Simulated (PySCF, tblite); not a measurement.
**C₄H₁₆OSi₃: geometry, infrared bands and NMR shifts**

Aim: predict the infrared bands and NMR shifts of C₄H₁₆OSi₃ (`CC(C)O[SiH2]C([SiH3])[SiH3]`).

Computed with tblite 0.8.0 and PySCF 2.14.0, with density-fitted response routines of our own, on a single molecule in the gas phase. Atoms count from 0, in the outputs and in this text.

## Step 1: Starting geometry

24 atoms, charge 0, multiplicity 1; geometry from: force field or distance geometry start.

Bonds of the start (Å): C0–C1 1.51, C1–C2 1.50, C1–O3 1.41, O3–Si4 1.71, Si4–C5 1.84, C5–Si6 1.86, C5–Si7 1.90, C0–H8 1.11, C0–H9 1.10, C0–H10 1.11, C1–H11 1.10, C2–H12 1.14, C2–H13 1.11, C2–H14 1.11, Si4–H15 1.47, Si4–H16 1.47, C5–H17 1.09, Si6–H18 1.45, Si6–H19 1.48, Si6–H20 1.47, Si7–H21 1.45, Si7–H22 1.45, Si7–H23 1.47.

## Step 2: Relaxing the molecule with GFN2-xTB

Job settings and geometry (Å):

```
{"job": {"kind": "relax", "xc": "GFN2-xTB", "basis": "xTB"}, "charge": 0, "multiplicity": 1}
C     -2.700100    -0.166100    -1.397600
C     -2.100500    -0.033400    -0.021100
C     -3.045700    -0.567700     1.007200
O     -0.827500    -0.649000     0.025900
Si     0.301900     0.607900     0.305300
C      2.007000     0.034200     0.681300
Si     2.549800    -1.436500    -0.320300
Si     3.190800     1.432600     0.195000
H     -2.758800    -1.254800    -1.605100
H     -3.703000     0.287700    -1.470200
H     -1.995700     0.309700    -2.104800
H     -1.943000     1.045500     0.139000
H     -4.092600    -0.248200     0.683600
H     -2.935900    -0.113300     2.010400
H     -3.063500    -1.673800     1.090700
H      0.402300     1.504400    -0.853800
H     -0.201500     1.430200     1.415000
H      2.157800    -0.195900     1.740700
H      1.519100    -1.904400    -1.219800
H      3.747500    -1.136900    -1.133300
H      2.960100    -2.464200     0.649200
H      3.370400     2.386500     1.276200
H      2.671600     2.047900    -1.014600
H      4.477700     0.777600    -0.071300
```

Started as:

```bash
$ OMP_NUM_THREADS=1 python probes_run.py task.json out
```

The driver reads the jobs from task.json and runs them one after another.

**Question.** This job is followed by: GFN2-xTB harmonic vibrations, gas phase; GIAO PBE0/pcSseg-1 NMR shielding, non-relativistic, gas phase. Predict these results of the whole session: strongest single infrared mode (GFN2-xTB); zero-point energy (GFN2-xTB); 13C shifts against TMS (PBE0/pcSseg-1, means over atoms taken as alike); 1H shifts against TMS (PBE0/pcSseg-1, means over atoms taken as alike); 17O shifts against H2O (PBE0/pcSseg-1); 29Si shifts against TMS (PBE0/pcSseg-1, means over atoms taken as alike); surface potential, 1st and 99th percentile.

As calculated:

```
                                                                quantity                              value
                               strongest single infrared mode (GFN2-xTB)              2233 cm⁻¹, 699 km/mol
                                            zero-point energy (GFN2-xTB)                     111.8 kcal/mol
 13C shifts against TMS (PBE0/pcSseg-1, means over atoms taken as alike)              69.2, 26.8, -14.3 ppm
  1H shifts against TMS (PBE0/pcSseg-1, means over atoms taken as alike)  4.98, 4.02, 3.95, 1.25, -0.34 ppm
                                  17O shifts against H2O (PBE0/pcSseg-1)                           61.9 ppm
29Si shifts against TMS (PBE0/pcSseg-1, means over atoms taken as alike)                   -23.9, -74.1 ppm
                                   surface potential, 1st and 99th percentile                 -0.84 V and 1.00 V
```

Relaxing lowered the energy by 0.999 eV in 219 steps; the close pair that moved most is O3–Si4, from 1.713 to 1.615 Å. No mode is imaginary among the 66: a minimum at this level. The strongest single mode, at 2233 cm⁻¹, moves mainly H23. Unscaled tight-binding wavenumbers are off by several per cent, some by more. Its intensities can rank the bands wrongly. At PBE0/pcSseg-1: The largest span, 123 ppm, is at Si4, where the paramagnetic term is -512 ppm.
